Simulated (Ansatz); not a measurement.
Crystal: NiMoIrPdW.

```
Ni Mo Pd Ir W
1.0
     2.34460   -1.43138    0.00906
     2.34460    1.43138    0.00906
    -2.20600    0.00000   10.92374
Ni Mo Pd Ir W
1 1 1 1 1
Direct
  0.49838 0.49838 0.29525
  0.31773 0.31773 0.91207
  0.24733 0.24733 0.49061
  0.74982 0.74982 0.10802
  0.68673 0.68673 0.69406
```

The cell was built by a generator and needn't be a form met in nature.

| Item | Value |
| --- | --- |
| Program | Ansatz 0.2.0 |
| Task | relaxation of cell and atoms |
| Functional | RPBE |
| Potentials or basis | Ansatz PAW |
| Cutoff | 420 eV (not typed: the program's choice for these potentials) |
| k mesh | 8 × 8 × 2 |
| Occupations | fermi-dirac, width 0.05 eV |
| Spin | collinear spin, ferromagnetic start |
| Starting moments | [1.0, 1.0, 0.0, 0.6, 0.0] μB |

At the start: volume 14.68 Å³/atom.

**Question.** Where does the relaxation end?

**Answer.** It ends after 6 steps and the volume is 14.92 Å³/atom (+1.6 %); space group Cm (No. 8, to 0.05 Å); moment 0.00 μB per cell.

The path:
```csv
step,energy change (eV),largest force (eV/Å),volume (Å³)
1,0.0000,0.1012,73.38
2,-0.0162,0.0570,74.52
3,-0.0166,0.0236,74.57
4,-0.0167,0.0044,74.59
5,-0.0167,0.0028,74.58
6,-0.0172,0.0029,74.58
```

Final structure:
```xyz
5
Lattice="2.3629 -1.4304 0.0151 2.3629 1.4304 0.0151 -2.1955 0.0000 11.0190" Properties=species:S:1:pos:R:3 pbc="T T T"
Ni    1.7046    0.0000    3.2602
Mo   -0.4803    0.0000   10.0599
Pd    0.0857    0.0000    5.4256
Ir    3.3131    0.0000    1.2060
W     1.7023    0.0000    7.6714
```

Caveat: the plane-wave basis is chosen anew once the cell has moved, so the energies of steps on either side of that aren't comparable; the PAW data sets come from PBE, with cores solved anew for the run's functional, which leaves a small shift of forces and pressure; the starting moments weren't kept.
